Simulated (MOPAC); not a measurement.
**One shape, several levels: C2H5AlSe (SMILES C=[CH][AlH][SeH])**

Wanted: a comparison of 3 runs (AM1, PM6, PM7) of C2H5AlSe. 

The calculation is run with MOPAC 23.2.5.

4 further runs of the same task are left out: 1 that didn't finish, 3 set aside as unsound or not needed.

### 1 The structure to begin with

C2H5AlSe has 9 atoms, charge 0, and is taken as a singlet. SMILES: `C=[CH][AlH][SeH]`. The shape comes from GFN2-xTB, which is rough for such elements, and wasn't checked as a minimum. This is one conformer, not always the lowest.

Bond lengths: C1–C2 1.336 Å, C2–Al3 1.976 Å, Al3–Se4 2.319 Å, C1–H5 1.083 Å, C1–H6 1.085 Å, C2–H7 1.090 Å, Al3–H8 1.541 Å, Se4–H9 1.442 Å. Angles: C1–C2–Al3 118.7°, C2–Al3–Se4 122.0°, C1–C2–H7 117.3°, Al3–C2–H7 124.0°, C2–C1–H5 123.8°, C2–C1–H6 121.1°, C2–Al3–H8 122.3°, Se4–Al3–H8 115.7°, Al3–Se4–H9 92.6°, H5–C1–H6 115.1°.

### 2 Energy and forces at AM1 (run 1)

calc.mop reads:

```
AM1 DISP GRADIENTS BONDS 1SCF AUX(PRECISION=6) THREADS=1
gradient of C2H5AlSe

C -0.259440 1 0.920580 1 -1.312920 1
C 0.713930 1 0.101120 1 -0.906580 1
Al 0.426460 1 -0.979280 1 0.722500 1
Se -1.549940 1 -0.880360 1 1.931700 1
H -0.191440 1 1.546470 1 -2.193600 1
H -1.192780 1 0.997000 1 -0.764840 1
H 1.625470 1 0.072190 1 -1.504360 1
H 1.487390 1 -1.961520 1 1.255710 1
H -1.059650 1 0.183800 1 2.772400 1
```

Launch:

```console
$ mopac calc.mop
```

calc.out:

```text
MOPAC v23.2.5
AM1 CALCULATION RESULTS
[...]
           Empirical Formula: C2 H5 Al Se  =     9 atoms
      MOLECULAR POINT GROUP   :   C1
[...]
     SCF FIELD WAS ACHIEVED
[...]
                              SUM =         45.77852 KCAL/MOL = FINAL HEAT OF FORMATION
          TOTAL ENERGY            =       -518.49449 EV
          ELECTRONIC ENERGY       =      -1521.12758 EV
          CORE-CORE REPULSION     =       1002.63309 EV
          COSMO AREA              =        135.60 SQUARE ANGSTROMS
          COSMO VOLUME            =        128.17 CUBIC ANGSTROMS
          GRADIENT NORM           =        128.94908          =       42.98303 PER ATOM
          IONIZATION POTENTIAL    =          7.984801 EV
          HOMO LUMO ENERGIES (EV) =         -7.985 -1.525
          NO. OF FILLED LEVELS    =         11
          MOLECULAR WEIGHT        =        135.0030         POINT GROUP:  C1
[...]
                             CARTESIAN COORDINATES
   1    C       -0.259440000     0.920580000    -1.312920000
   2    C        0.713930000     0.101120000    -0.906580000
   3   Al        0.426460000    -0.979280000     0.722500000
   4   Se       -1.549940000    -0.880360000     1.931700000
   5    H       -0.191440000     1.546470000    -2.193600000
   6    H       -1.192780000     0.997000000    -0.764840000
   7    H        1.625470000     0.072190000    -1.504360000
   8    H        1.487390000    -1.961520000     1.255710000
   9    H       -1.059650000     0.183800000     2.772400000
           Empirical Formula: C2 H5 Al Se  =     9 atoms
      MOLECULAR POINT GROUP   :   C1
[...]
              NET ATOMIC CHARGES AND DIPOLE CONTRIBUTIONS
  ATOM NO.   TYPE          CHARGE      No. of ELECS.   s-Pop       p-Pop
    1          C          -0.170732        4.1707     1.24974     2.92099
    2          C          -0.296872        4.2969     1.28667     3.01020
    3         Al           0.295189        2.7048     1.12961     1.57520
    4         Se          -0.123623        6.1236     1.96855     4.15507
    5          H           0.108062        0.8919     0.89194
    6          H           0.109613        0.8904     0.89039
    7          H           0.113414        0.8866     0.88659
    8          H          -0.048003        1.0480     1.04800
    9          H           0.012952        0.9870     0.98705
 DIPOLE           X         Y         Z       TOTAL
 POINT-CHG.     0.469     0.066    -0.231     0.527
 HYBRID         0.506     0.963    -0.446     1.176
 SUM            0.975     1.029    -0.677     1.571
[...]
 * JOB ENDED NORMALLY *
[...]
```

Run time: 0.04 s. Hardware: 1 thread of Arm Neoverse N1, shared host.

### 3 Energy and forces at PM6 (run 2)

calc.mop reads:

```
PM6 1SCF BONDS GRADIENTS DISP AUX(PRECISION=6) THREADS=1
C2H5AlSe, PM6

C     -0.259440 1     0.920580 1    -1.312920 1
C      0.713930 1     0.101120 1    -0.906580 1
Al     0.426460 1    -0.979280 1     0.722500 1
Se    -1.549940 1    -0.880360 1     1.931700 1
H     -0.191440 1     1.546470 1    -2.193600 1
H     -1.192780 1     0.997000 1    -0.764840 1
H      1.625470 1     0.072190 1    -1.504360 1
H      1.487390 1    -1.961520 1     1.255710 1
H     -1.059650 1     0.183800 1     2.772400 1
```

Launch:

```console
$ mopac calc.mop
```

calc.out:

```text
MOPAC v23.2.5
PM6 CALCULATION RESULTS
[...]
           Empirical Formula: C2 H5 Al Se  =     9 atoms
      MOLECULAR POINT GROUP   :   C1
[...]
     SCF FIELD WAS ACHIEVED
[...]
                              SUM =         42.16306 KCAL/MOL = FINAL HEAT OF FORMATION
          TOTAL ENERGY            =       -504.06543 EV
          ELECTRONIC ENERGY       =      -1515.22420 EV
          CORE-CORE REPULSION     =       1011.15877 EV
          COSMO AREA              =        135.60 SQUARE ANGSTROMS
          COSMO VOLUME            =        128.17 CUBIC ANGSTROMS
          GRADIENT NORM           =         79.01589          =       26.33863 PER ATOM
          IONIZATION POTENTIAL    =          8.666823 EV
          HOMO LUMO ENERGIES (EV) =         -8.667 -0.073
          NO. OF FILLED LEVELS    =         11
          MOLECULAR WEIGHT        =        135.0030         POINT GROUP:  C1
[...]
                             CARTESIAN COORDINATES
   1    C       -0.259440000     0.920580000    -1.312920000
   2    C        0.713930000     0.101120000    -0.906580000
   3   Al        0.426460000    -0.979280000     0.722500000
   4   Se       -1.549940000    -0.880360000     1.931700000
   5    H       -0.191440000     1.546470000    -2.193600000
   6    H       -1.192780000     0.997000000    -0.764840000
   7    H        1.625470000     0.072190000    -1.504360000
   8    H        1.487390000    -1.961520000     1.255710000
   9    H       -1.059650000     0.183800000     2.772400000
           Empirical Formula: C2 H5 Al Se  =     9 atoms
      MOLECULAR POINT GROUP   :   C1
[...]
              NET ATOMIC CHARGES AND DIPOLE CONTRIBUTIONS
  ATOM NO.   TYPE          CHARGE      No. of ELECS.   s-Pop       p-Pop       d-Pop
    1          C          -0.246402        4.2464     1.12092     3.12548
    2          C          -0.379849        4.3798     1.17555     3.20430
    3         Al           0.473226        2.5268     1.03975     1.45128     0.03575
    4         Se          -0.283048        6.2830     1.98655     4.29650
    5          H           0.134209        0.8658     0.86579
    6          H           0.141949        0.8581     0.85805
    7          H           0.151778        0.8482     0.84822
    8          H          -0.070135        1.0701     1.07013
    9          H           0.078272        0.9217     0.92173
 DIPOLE           X         Y         Z       TOTAL
 POINT-CHG.     1.430     0.156    -0.189     1.451
 HYBRID         0.130     0.722    -0.265     0.780
 SUM            1.559     0.878    -0.454     1.846
[...]
 * JOB ENDED NORMALLY *
[...]
```

Wall time 0.04 s (1 thread of Arm Neoverse N1, shared host).

### 4 Energy and forces at PM7 (run 3)

job.mop reads:

```
PM7 1SCF DISP GRADIENTS BONDS AUX(PRECISION=9) THREADS=1
C2H5AlSe, PM7

C -0.259440 1 0.920580 1 -1.312920 1
C 0.713930 1 0.101120 1 -0.906580 1
Al 0.426460 1 -0.979280 1 0.722500 1
Se -1.549940 1 -0.880360 1 1.931700 1
H -0.191440 1 1.546470 1 -2.193600 1
H -1.192780 1 0.997000 1 -0.764840 1
H 1.625470 1 0.072190 1 -1.504360 1
H 1.487390 1 -1.961520 1 1.255710 1
H -1.059650 1 0.183800 1 2.772400 1
```

Launch:

```console
$ mopac job.mop
```

job.out:

```text
MOPAC v23.2.5
PM7 CALCULATION RESULTS
[...]
           Empirical Formula: C2 H5 Al Se  =     9 atoms
      MOLECULAR POINT GROUP   :   C1
[...]
     SCF FIELD WAS ACHIEVED
[...]
                              SUM =         77.25627 KCAL/MOL = FINAL HEAT OF FORMATION
          TOTAL ENERGY            =       -534.20415 EV
          ELECTRONIC ENERGY       =      -1555.29343 EV
          CORE-CORE REPULSION     =       1021.08928 EV
          COSMO AREA              =        135.60 SQUARE ANGSTROMS
          COSMO VOLUME            =        128.17 CUBIC ANGSTROMS
          GRADIENT NORM           =        117.11188          =       39.03729 PER ATOM
          IONIZATION POTENTIAL    =          8.973638 EV
          HOMO LUMO ENERGIES (EV) =         -8.974 -1.913
          NO. OF FILLED LEVELS    =         11
          MOLECULAR WEIGHT        =        135.0030         POINT GROUP:  C1
[...]
                             CARTESIAN COORDINATES
   1    C       -0.259440000     0.920580000    -1.312920000
   2    C        0.713930000     0.101120000    -0.906580000
   3   Al        0.426460000    -0.979280000     0.722500000
   4   Se       -1.549940000    -0.880360000     1.931700000
   5    H       -0.191440000     1.546470000    -2.193600000
   6    H       -1.192780000     0.997000000    -0.764840000
   7    H        1.625470000     0.072190000    -1.504360000
   8    H        1.487390000    -1.961520000     1.255710000
   9    H       -1.059650000     0.183800000     2.772400000
           Empirical Formula: C2 H5 Al Se  =     9 atoms
      MOLECULAR POINT GROUP   :   C1
[...]
              NET ATOMIC CHARGES AND DIPOLE CONTRIBUTIONS
  ATOM NO.   TYPE          CHARGE      No. of ELECS.   s-Pop       p-Pop       d-Pop
    1          C          -0.099646        4.0996     1.10220     2.99744
    2          C          -0.478173        4.4782     1.11290     3.36527
    3         Al           0.409240        2.5908     0.27500     1.59696     0.71880
    4         Se          -0.236055        6.2361     1.89906     4.33699
    5          H           0.131629        0.8684     0.86837
    6          H           0.134547        0.8655     0.86545
    7          H           0.166013        0.8340     0.83399
    8          H          -0.134762        1.1348     1.13476
    9          H           0.107207        0.8928     0.89279
 DIPOLE           X         Y         Z       TOTAL
 POINT-CHG.    -0.024     1.444    -0.525     1.537
 HYBRID         0.332     1.255    -0.643     1.449
 SUM            0.308     2.699    -1.168     2.957
[...]
 * JOB ENDED NORMALLY *
[...]
```

Run time: 0.04 s. Hardware: 1 thread of Arm Neoverse N1, shared host.

### 5 Overview of the runs

| run | level | heat of formation (kcal/mol) | dipole moment (D) | HOMO energy (eV) | LUMO energy (eV) | wall time |
| --- | --- | --- | --- | --- | --- | --- |
| 1 | AM1 | 45.78 | 1.57 | -7.99 | -1.52 | 0.04 s |
| 2 | PM6 | 42.16 | 1.85 | -8.67 | -0.07 | 0.04 s |
| 3 | PM7 | 77.26 | 2.96 | -8.97 | -1.91 | 0.04 s |

### 6 Summary of results

| quantity | value |
| --- | --- |
| run 3: total energy | -19.63164 Eh |
| run 3: dipole moment | 2.96 D |
| run 3: HOMO energy | -8.97 eV |
| run 3: LUMO energy | -1.91 eV |
| run 3: HOMO–LUMO gap | 7.06 eV |
| run 3: dispersion energy | -0.81 kJ/mol |
| run 3: heat of formation at this unrelaxed shape | 77.3 kcal/mol |
| run 3: largest force on an atom | 3.541 eV/Å |

In words: The dipole moment (its size) runs from 1.57 D (AM1) to 2.96 D (PM7). The HOMO–LUMO gap runs from 6.46 eV (AM1) to 8.59 eV (PM6). Force-field and semi-empirical energies have zeros of their own, so their totals don't compare. All runs together took 0.12 s, the longest 0.04 s.
